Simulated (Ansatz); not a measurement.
# C₃H₉Cl₃SiSn: basis-set convergence

Aim: see how fast density functionals converge with the basis set for C₃H₉Cl₃SiSn.

The runs use Ansatz 0.2.0, Gaussian basis; one geometry, several basis sets.

Levels to be run: PBE0-D4/def2-SVP; ωB97M-V/def2-SVP; PBE0-D4/def2-QZVPP; ωB97M-V/def2-QZVPP; the functionals' def2-TZVPP values are taken from earlier runs.

### 1 Structure used throughout

An earlier PBE0-D4 in a triple-zeta def2 set relaxation fixed the geometry. Sn takes the def2 core potential; no spin-orbit term is included.

SMILES `C[Si](C)(C)[Sn]([Cl])([Cl])[Cl]`, 17 atoms, charge 0, spin multiplicity 1.

Atoms are counted from 1 here; the program's logs count them from 0.

Bond lengths: C1–Si2 1.865 Å, C1–H9 1.092 Å, C1–H10 1.095 Å, C1–H11 1.092 Å, Si2–C3 1.865 Å, Si2–C4 1.865 Å, Si2–Sn5 2.587 Å, C3–H12 1.092 Å, C3–H13 1.092 Å, C3–H14 1.095 Å, C4–H15 1.095 Å, C4–H16 1.092 Å, C4–H17 1.092 Å, Sn5–Cl6 2.332 Å, Sn5–Cl7 2.332 Å, Sn5–Cl8 2.332 Å. Angles: Si2–C1–H9 111.3°, Si2–C1–H10 109.7°, Si2–C1–H11 111.3°, H9–C1–H10 108.0°, H9–C1–H11 108.3°, H10–C1–H11 108.0°, C1–Si2–C3 113.1°, C1–Si2–C4 113.1°, C1–Si2–Sn5 105.6°, C3–Si2–C4 113.1°, C3–Si2–Sn5 105.6°, C4–Si2–Sn5 105.6°, Si2–C3–H12 111.3°, Si2–C3–H13 111.3°, Si2–C3–H14 109.7°, H12–C3–H13 108.3°, H12–C3–H14 108.0°, H13–C3–H14 108.1° and more.

Geometry (Å):

```xyz
17

C     0.5810   -1.3634   -1.3293
Si    0.1076   -0.3161    0.1390
C     1.5538    0.0881    1.2444
C    -1.3598   -0.9882    1.0727
Sn   -0.6709    1.9478   -0.8422
Cl   -1.3438    3.4879    0.7740
Cl    0.9714    3.0526   -2.0747
Cl   -2.4882    1.7687   -2.2921
H     1.3898   -0.9031   -1.9008
H     0.9234   -2.3454   -0.9878
H    -0.2684   -1.5153   -1.9987
H     1.2610    0.7670    2.0482
H     2.3655    0.5535    0.6812
H     1.9393   -0.8297    1.6993
H    -1.1025   -1.9529    1.5211
H    -2.2153   -1.1400    0.4110
H    -1.6628   -0.3121    1.8751
```

### 2 PBE0-D4 in def2-SVP

Contents of in.yaml:

```yaml
crystal:
  periodic: [false, false, false]
  atoms:
    - {symbol: C, position_ang: [0.581000, -1.363425, -1.329303]}
    - {symbol: Si, position_ang: [0.107591, -0.316131, 0.138969]}
    - {symbol: C, position_ang: [1.553767, 0.088141, 1.244377]}
    - {symbol: C, position_ang: [-1.359848, -0.988173, 1.072669]}
    - {symbol: Sn, position_ang: [-0.670920, 1.947750, -0.842221]}
    - {symbol: Cl, position_ang: [-1.343841, 3.487905, 0.773974]}
    - {symbol: Cl, position_ang: [0.971378, 3.052572, -2.074665]}
    - {symbol: Cl, position_ang: [-2.488211, 1.768680, -2.292092]}
    - {symbol: H, position_ang: [1.389827, -0.903072, -1.900774]}
    - {symbol: H, position_ang: [0.923371, -2.345357, -0.987801]}
    - {symbol: H, position_ang: [-0.268440, -1.515260, -1.998707]}
    - {symbol: H, position_ang: [1.260972, 0.767047, 2.048167]}
    - {symbol: H, position_ang: [2.365537, 0.553547, 0.681228]}
    - {symbol: H, position_ang: [1.939303, -0.829687, 1.699313]}
    - {symbol: H, position_ang: [-1.102522, -1.952910, 1.521087]}
    - {symbol: H, position_ang: [-2.215326, -1.139999, 0.410994]}
    - {symbol: H, position_ang: [-1.662838, -0.312126, 1.875087]}
basis:
  gaussian: {orbitals: def2-SVP}
hamiltonian: {xc: pbe0, dispersion: d4}
output: {orbitals: {seedname: orbitals}}
```

Command:

```console
> ansatz run in.yaml --threads 4 --pin off --events-out ev --progress --plain --max-ram 46080MiB --backend cpu
```

The runs that follow: ωB97M-V in def2-SVP; PBE0-D4 in def2-QZVPP; ωB97M-V in def2-QZVPP.

Before running them: what should the planned runs give, taken together? Wanted: PBE0-D4: double and triple zeta above quadruple; ωB97M-V: double and triple zeta above quadruple.

**Answer**, as computed:

| quantity | value |
| --- | --- |
| PBE0-D4: double and triple zeta above quadruple | 21.24, 1.62 eV |
| ωB97M-V: double and triple zeta above quadruple | 21.31, 1.55 eV |

What this shows: For PBE0-D4 the step from double to triple zeta gains 19.63 eV and the next only 1.62 eV. These are total energies; as a rule much of such shifts cancels in differences, which this series doesn't test.
